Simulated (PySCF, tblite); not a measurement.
# C₄H₆FOSi₂ radical: geometry, infrared bands and EPR parameters

What infrared bands and EPR parameters should C₄H₆FOSi₂ radical (`Fc1ccoc1[SiH][SiH3]`) show?

The runs use tblite 0.8.0 and PySCF 2.14.0, with density-fitted response routines of our own; the level of theory stands in each step. All values are computed, except where a source is named. Atoms are numbered from 0 throughout.

### Step 1. Starting geometry

14 atoms, charge 0, multiplicity 2; geometry from: force field or distance geometry start.

Bonds of the start (Å): F0–C1 1.36, C1–C2 1.37, C2–C3 1.39, C3–O4 1.32, O4–C5 1.32, C5–Si6 1.85, Si6–Si7 2.25, C5–C1 1.40, C2–H8 1.08, C3–H9 1.09, Si6–H10 1.48, Si7–H11 1.48, Si7–H12 1.47, Si7–H13 1.46.

### Step 2. Relaxing the molecule with GFN2-xTB

What the job is given:

```
{"job": {"kind": "relax", "xc": "GFN2-xTB", "basis": "xTB"}, "charge": 0, "multiplicity": 2}
F     -0.429800    -1.453700    -1.453500
C     -1.047800    -0.602900    -0.589600
C     -2.288300    -0.019300    -0.672100
C     -2.392400     0.750500     0.484500
O     -1.301600     0.608800     1.212600
C     -0.450600    -0.196200     0.604900
Si     1.229900    -0.715200     1.171100
Si     2.721400     0.463400    -0.041400
H     -3.011600    -0.127600    -1.466200
H     -3.270600     1.339500     0.735400
H      1.395600    -2.169000     0.970300
H      2.463600     0.040800    -1.439300
H      2.290000     1.861800     0.062600
H      4.091600     0.218600     0.398600
```

On the command line:

```console
$ OMP_NUM_THREADS=1 python probes_run.py task.json out
```

This one command runs all jobs of the session in turn.

Output:

```text
step      E/eV     max force
  0    -647.40409    2.023
  1    -647.52581    0.600
  2    -647.55025    0.443
  3    -647.59451    0.354
  4    -647.60849    0.329
  5    -647.62424    0.281
  6    -647.63435    0.273
  7    -647.64700    0.309
  8    -647.65751    0.286
  9    -647.66568    0.205
 10    -647.67014    0.194
 11    -647.67381    0.187
 12    -647.67908    0.233
 13    -647.68531    0.245
 14    -647.69093    0.168
 15    -647.69519    0.166
 16    -647.69818    0.135
 17    -647.70028    0.123
 18    -647.70229    0.127
 19    -647.70433    0.122
 20    -647.70670    0.123
 21    -647.70964    0.133
 22    -647.71278    0.159
 23    -647.71526    0.147
 24    -647.71682    0.089
 25    -647.71781    0.074
 26    -647.71870    0.072
 27    -647.71960    0.089
 28    -647.72046    0.090
 29    -647.72125    0.063
 30    -647.72197    0.068
 31    -647.72250    0.059
 32    -647.72283    0.042
 33    -647.72309    0.035
 34    -647.72337    0.037
 35    -647.72370    0.048
 36    -647.72411    0.049
 37    -647.72457    0.051
 38    -647.72500    0.054
 39    -647.72539    0.054
 40    -647.72579    0.057
 41    -647.72624    0.056
 42    -647.72682    0.070
 43    -647.72750    0.081
 44    -647.72811    0.064
 45    -647.72856    0.045
 46    -647.72892    0.046
 47    -647.72932    0.053
 48    -647.72988    0.068
 49    -647.73053    0.065
 50    -647.73110    0.061
 51    -647.73157    0.059
 52    -647.73200    0.063
 53    -647.73244    0.055
 54    -647.73301    0.063
 55    -647.73374    0.076
 56    -647.73470    0.092
 57    -647.73595    0.098
 58    -647.73723    0.083
 59    -647.73804    0.064
 60    -647.73860    0.064
 61    -647.73926    0.070
 62    -647.74004    0.109
 63    -647.74095    0.111
 64    -647.74193    0.083
 65    -647.74281    0.069
 66    -647.74345    0.052
 67    -647.74389    0.051
 68    -647.74432    0.046
 69    -647.74463    0.041
 70    -647.74496    0.040
 71    -647.74532    0.054
 72    -647.74563    0.043
 73    -647.74593    0.055
 74    -647.74618    0.051
 75    -647.74656    0.040
 76    -647.74701    0.045
 77    -647.74767    0.066
 78    -647.74832    0.069
 79    -647.74932    0.073
 80    -647.75079    0.100
 81    -647.75298    0.136
 82    -647.75571    0.139
 83    -647.75904    0.129
 84    -647.74593    0.532
 85    -647.76344    0.163
 86    -647.76592    0.158
 87    -647.76867    0.444
 88    -647.77568    0.165
 89    -647.78201    0.165
 90    -647.79592    0.319
 91    -647.80825    0.419
 92    -647.81396    0.356
 93    -647.81964    0.413
 94    -647.82457    0.579
 95    -647.82795    0.475
 96    -647.83469    0.229
 97    -647.83675    0.336
 98    -647.84149    0.254
 99    -647.84496    0.102
100    -647.84694    0.151
101    -647.84831    0.141
102    -647.84931    0.076
103    -647.85028    0.085
104    -647.85088    0.091
105    -647.85125    0.066
106    -647.85151    0.040
107    -647.85181    0.046
108    -647.85216    0.028
109    -647.85229    0.031
110    -647.85245    0.034
111    -647.85261    0.033
112    -647.85281    0.030
113    -647.85297    0.037
114    -647.85310    0.033
115    -647.85320    0.024
116    -647.85329    0.022
117    -647.85338    0.021
118    -647.85347    0.025
119    -647.85358    0.027
120    -647.85370    0.029
121    -647.85383    0.024
122    -647.85394    0.025
123    -647.85402    0.023
124    -647.85408    0.021
125    -647.85414    0.021
126    -647.85419    0.015
127    -647.85423    0.020
128    -647.85426    0.020
129    -647.85428    0.012
130    -647.85430    0.010
```

It took 1.7 s on 1 thread of Arm Neoverse N1, shared host; peak memory 0.18 GiB.

Step by step: (not every step is listed)

| step | energy from step 0 (eV) | largest force (eV/Å) |
| --- | --- | --- |
| 0 | 0.0000 | 2.0227 |
| 1 | -0.1217 | 0.5997 |
| 2 | -0.1462 | 0.4431 |
| 3 | -0.1904 | 0.3543 |
| 4 | -0.2044 | 0.3290 |
| 5 | -0.2201 | 0.2808 |
| 6 | -0.2303 | 0.2725 |
| 7 | -0.2429 | 0.3088 |
| 8 | -0.2534 | 0.2861 |
| 19 | -0.3002 | 0.1219 |
| 30 | -0.3179 | 0.0675 |
| 41 | -0.3221 | 0.0559 |
| 52 | -0.3279 | 0.0630 |
| 63 | -0.3369 | 0.1113 |
| 74 | -0.3421 | 0.0507 |
| 85 | -0.3593 | 0.1633 |
| 96 | -0.4306 | 0.2287 |
| 107 | -0.4477 | 0.0463 |
| 118 | -0.4494 | 0.0247 |
| 125 | -0.4501 | 0.0208 |
| 126 | -0.4501 | 0.0147 |
| 127 | -0.4501 | 0.0199 |
| 128 | -0.4502 | 0.0196 |
| 129 | -0.4502 | 0.0124 |
| 130 | -0.4502 | 0.0102 |

Close pairs (by a distance rule), those that changed most:

| bond | before (Å) | after (Å) | change (Å) |
| --- | --- | --- | --- |
| O4–C5 | 1.320 | 1.362 | +0.042 |
| C1–C2 | 1.373 | 1.408 | +0.035 |
| C2–C3 | 1.393 | 1.363 | -0.030 |
| Si6–Si7 | 2.255 | 2.284 | +0.029 |
| C3–O4 | 1.319 | 1.344 | +0.025 |
| F0–C1 | 1.361 | 1.340 | -0.020 |
| C1–C5 | 1.396 | 1.378 | -0.018 |
| C3–H9 | 1.087 | 1.072 | -0.015 |

The final coordinates are the input of the step that follows.

### Step 3. Harmonic vibrations with GFN2-xTB

What the job is given:

```
{"job": {"kind": "ir", "xc": "GFN2-xTB", "basis": "xTB"}, "charge": 0, "multiplicity": 2}
F     -1.637059    -2.414969    -0.646316
C     -1.572625    -1.116217    -0.320997
C     -2.652967    -0.213356    -0.298938
C     -2.101264     0.973944     0.080336
O     -0.778345     0.850405     0.282298
C     -0.425262    -0.440643     0.032484
Si     1.329752    -0.955470     0.339354
Si     2.873599     0.725272     0.249733
H     -3.677011    -0.421458    -0.527582
H     -2.533545     1.942524     0.234103
H      1.446156    -2.285878    -0.261899
H      3.423648     1.070761    -1.069066
H      2.286389     1.948007     0.801302
H      4.017857     0.336605     1.083022
```

Output:

```text
mode    cm-1     km/mol
  1      16.4      0.40
  2      41.1      0.70
  3      62.4      0.04
  4     147.1      5.35
  5     160.9      5.66
  6     304.4     18.92
  7     314.0      6.05
  8     363.5     40.72
  9     420.1     49.73
 10     452.9     18.65
 11     484.6     23.60
 12     535.3     20.82
 13     586.4      4.42
 14     593.6     10.64
 15     640.5    180.44
 16     657.0     31.56
 17     748.0      8.86
 18     777.1    525.28
 19     796.3    247.76
 20     822.3     11.61
 21     833.6    140.61
 22     861.2      1.91
 23    1032.2     12.74
 24    1053.8     27.31
 25    1118.7      1.32
 26    1190.7     15.37
 27    1228.8     44.01
 28    1377.7     27.68
 29    1472.9     22.48
 30    1556.8    100.23
 31    2179.8    335.43
 32    2211.0    259.23
 33    2232.4     18.88
 34    2248.6    476.22
 35    3169.6      3.46
 36    3197.8      9.20
```

Run time: 0.89 s. Hardware: 1 thread of Arm Neoverse N1, shared host; peak memory 0.18 GiB.

Which atoms move in the most intense modes:

| cm⁻¹ | km/mol | atoms |
| --- | --- | --- |
| 640 | 180.4 | H10 66 %, Si6 13 % |
| 777 | 525.3 | H12 38 %, H13 38 %, H11 14 % |
| 796 | 247.8 | H12 47 %, H13 33 %, H11 16 % |
| 834 | 140.6 | H11 54 %, H13 30 %, H12 13 % |
| 1557 | 100.2 | C1 36 %, C2 22 %, C5 20 %, C3 16 % |
| 2180 | 335.4 | H11 92 % |
| 2211 | 259.2 | H13 93 % |
| 2249 | 476.2 | H12 57 %, H10 40 % |

### Step 4. EPR parameters: B3LYP/pcH-1

Same as in step 3 but for these lines:

```diff
@@ -1,2 +1,2 @@
-{"job": {"kind": "ir", "xc": "GFN2-xTB", "basis": "xTB"}, "charge": 0, "multiplicity": 2}
+{"job": {"kind": "epr", "basis": "pcH-1"}, "charge": 0, "multiplicity": 2}
 F     -1.637059    -2.414969    -0.646316
```

Method: UKS B3LYP, pcH-1 on C F H O Si, non-relativistic, mean-field spin-orbit, GIAO.

Output:

```text
UKS, coarse grid
  cycle   1  E = -909.97631430  |g| = 4.44e-01
  cycle   2  E = -909.90424231  |g| = 6.47e-01
  cycle   3  E = -910.03657853  |g| = 1.19e-01
  cycle   4  E = -910.04111751  |g| = 5.72e-02
  cycle   5  E = -910.04253717  |g| = 1.03e-02
  cycle   6  E = -910.04258272  |g| = 5.60e-03
  cycle   7  E = -910.04260186  |g| = 1.16e-03
  cycle   8  E = -910.04260378  |g| = 7.18e-04
UKS, final grid
  cycle   1  E = -910.04258644  |g| = 1.05e-03
  cycle   2  E = -910.04258558  |g| = 1.79e-03
  cycle   3  E = -910.04258701  |g| = 1.64e-04
  cycle   4  E = -910.04258703  |g| = 8.76e-05
  cycle   5  E = -910.04258705  |g| = 5.50e-05
  cycle   6  E = -910.04258706  |g| = 1.74e-05
E = -910.04258706 Eh   <S^2> = 0.7580 (exact 0.7500)
g shifts (ppm)      1          2          3
  rmc          -138       -138       -138
  gc             12         42         40
  oz_so        -165        898       3590
  total        -290        802       3492
hyperfine (MHz)  atom isotope    a_iso     a_fc   dipolar eigenvalues
    0   19F      20.29      20.27    -36.07    -26.19     62.26
    1   13C      14.58      14.59    -12.70    -11.81     24.52
    2   13C      -9.53      -9.53     -5.68      2.69      2.98
    3   13C      10.77      10.79    -10.58     -9.80     20.38
    4   17O      -0.27      -0.27     -2.40      0.83      1.57
    5   13C      -9.63      -9.66     -9.24      2.83      6.41
    6  29Si    -297.65    -298.63   -155.51     77.05     78.46
    7  29Si     -24.64     -24.66     -6.15      1.05      5.10
    8    1H       2.19       2.19     -1.25      0.50      0.76
    9    1H      -9.08      -9.08     -5.08     -0.45      5.53
   10    1H      -0.72      -0.74     -9.11      1.77      7.34
   11    1H      75.62      75.62     -2.18     -0.20      2.39
   12    1H      -3.24      -3.24     -2.19     -1.11      3.30
   13    1H       6.48       6.48     -2.51     -1.12      3.63
```

It took 2.8 min on 1 thread of Arm Neoverse N1, shared host; peak memory 0.97 GiB.

Principal g values 2.00203, 2.00312, 2.00581; g(iso) = 2.00365, against 2.00232 for a free electron.

Mean a(iso) over the nuclei that a row names, and the largest dipolar term of the row (other rows stand at the frozen geometry):

| nuclei | isotope | a(iso) (MHz) | a(iso) (G, at g = 2.0023) | largest dipolar term (MHz) |
| --- | --- | --- | --- | --- |
| Si6 | 29Si | -297.7 | -106.2 | -155.5 |
| H11, H12, H13 | 1H | 26.3 | 9.4 | 3.6 |
| Si7 | 29Si | -24.6 | -8.8 | -6.1 |
| F0 | 19F | 20.3 | 7.2 | 62.3 |
| C1 | 13C | 14.6 | 5.2 | 24.5 |
| C3 | 13C | 10.8 | 3.8 | 20.4 |
| C5 | 13C | -9.6 | -3.4 | -9.2 |
| C2 | 13C | -9.5 | -3.4 | -5.7 |
| H9 | 1H | -9.1 | -3.2 | 5.5 |
| H8 | 1H | 2.2 | 0.8 | -1.3 |
| H10 | 1H | -0.7 | -0.3 | -9.1 |
| O4 | 17O | -0.3 | -0.1 | -2.4 |

Mulliken spin populations:

F0 0.01; C1 0.13; C2 -0.05; C3 0.12; O4 0.00; C5 -0.10; Si6 0.88; Si7 0.00; H8 0.00; H9 -0.01; H10 -0.02; H11 0.04; H12 0.00; H13 0.00

In first order the couplings over 0.8 MHz of 1H, 19F give 32 distinct lines over 39.4 G, if the averaged nuclei exchange fast.

The fields below are evaluated on a grid from the run's orbitals.

ELF in a plane through or near 11 of the atoms.

Values, 10 rows by 14 columns:
```
0.00 0.00 0.00 0.00 0.00 0.00 0.00 0.00 0.00 0.00 0.00 0.00 0.00 0.00
0.00 0.00 0.00 0.00 0.00 0.00 0.00 0.00 0.00 0.01 0.00 0.00 0.00 0.00
0.00 0.00 0.00 0.16 0.95 0.68 0.00 0.00 0.34 0.99 0.77 0.00 0.00 0.00
0.00 0.00 0.02 0.43 1.00 0.96 0.05 0.77 0.32 0.97 0.25 0.00 0.00 0.00
0.00 0.02 0.36 0.28 0.14 0.44 0.05 0.63 0.76 0.67 0.41 0.70 0.01 0.00
0.00 0.15 0.93 0.89 0.16 0.90 0.63 0.47 0.64 0.87 0.83 0.99 0.08 0.00
0.00 0.01 0.29 0.18 0.41 0.09 0.07 0.41 0.41 0.45 0.02 0.07 0.00 0.00
0.00 0.00 0.00 0.00 0.06 0.99 1.00 0.01 0.82 0.74 0.40 0.00 0.00 0.00
0.00 0.00 0.00 0.00 0.02 0.94 0.98 0.01 0.13 0.15 0.01 0.00 0.00 0.00
0.00 0.00 0.00 0.00 0.00 0.01 0.01 0.00 0.00 0.00 0.00 0.00 0.00 0.00
```
The map spans 13.4 Å across and 10.2 Å up, centred on the molecule. Atoms in the plane (x, y in Å): F0 (2.0, -2.2), C1 (1.7, -0.9), C2 (2.7, 0.1), C3 (1.9, 1.3), O4 (0.6, 1.0), C5 (0.5, -0.4), Si7 (-3.0, 0.3), H8 (3.7, 0.0), H9 (2.2, 2.3), H10 (-1.1, -2.5), H12 (-2.6, 1.7).

log10 of the density (e/Å³) in the same plane.

Values, 10 rows by 14 columns:
```
-4.0 -4.0 -4.0 -4.0 -4.0 -4.0 -4.0 -4.0 -4.0 -4.0 -4.0 -4.0 -4.0 -4.0
-4.0 -4.0 -4.0 -3.9 -3.5 -3.8 -4.0 -4.0 -3.5 -3.1 -3.6 -4.0 -4.0 -4.0
-4.0 -4.0 -3.3 -2.4 -1.7 -2.1 -3.1 -2.6 -1.6 -0.8 -1.8 -3.5 -4.0 -4.0
-4.0 -3.5 -2.4 -1.4 -0.1 -1.0 -1.7 -0.6 -0.4  0.3 -1.2 -2.7 -4.0 -4.0
-4.0 -2.7 -1.4 -0.6  0.1 -0.8 -1.3  0.7  0.3  0.4 -0.4 -1.4 -3.0 -4.0
-4.0 -2.5 -1.0 -0.4 -0.1 -0.3 -0.4  1.0  0.1  0.3  0.0 -0.8 -2.7 -4.0
-4.0 -3.0 -2.0 -1.6 -1.1 -0.2 -0.2 -0.5  0.0  0.0 -1.3 -2.2 -3.5 -4.0
-4.0 -4.0 -3.5 -3.0 -2.0 -0.5 -0.1 -1.6  0.0  0.9 -1.2 -3.7 -4.0 -4.0
-4.0 -4.0 -4.0 -4.0 -2.8 -1.7 -1.5 -2.4 -1.6 -1.4 -2.6 -4.0 -4.0 -4.0
-4.0 -4.0 -4.0 -4.0 -3.9 -3.2 -3.1 -3.7 -4.0 -4.0 -4.0 -4.0 -4.0 -4.0
```
The map spans 13.4 Å across and 10.2 Å up, centred on the molecule. Atoms in the plane (x, y in Å): F0 (2.0, -2.2), C1 (1.7, -0.9), C2 (2.7, 0.1), C3 (1.9, 1.3), O4 (0.6, 1.0), C5 (0.5, -0.4), Si7 (-3.0, 0.3), H8 (3.7, 0.0), H9 (2.2, 2.3), H10 (-1.1, -2.5), H12 (-2.6, 1.7).

On the surface of density 0.002 e/bohr³ the electrostatic potential runs, from the 1st to the 99th percentile, from -0.65 V near F0 to 1.34 V near H9.

The spin density lies nearest to Si6 54 %; C1, C3 about 8 % each; H10 8 %.

### Step 5. Outcome

```
                                 quantity                    value
strongest single infrared mode (GFN2-xTB)     777 cm⁻¹, 525 km/mol
             zero-point energy (GFN2-xTB)            51.3 kcal/mol
                           g(iso) (B3LYP)                  2.00365
                                     ⟨S²⟩       0.758 (exact 0.75)
       largest a(iso) (averaged by class)  29Si on Si6, -297.7 MHz
    surface potential, 1st and 99th percentile       -0.65 V and 1.34 V
```

Relaxing lowered the energy by 0.450 eV in 130 steps; the close pair that moved most is O4–C5, from 1.320 to 1.362 Å. All 36 modes are real, so the xTB geometry is a minimum. The strongest single mode, at 777 cm⁻¹, moves mainly H12 and H13. GFN2-xTB is a fitted tight-binding method: band positions and strengths are rough. Its intensities can rank the bands wrongly. Most of the unpaired spin sits on Si6 (0.88 e). The isotropic g lies 1.3 ppt above the free-electron value.
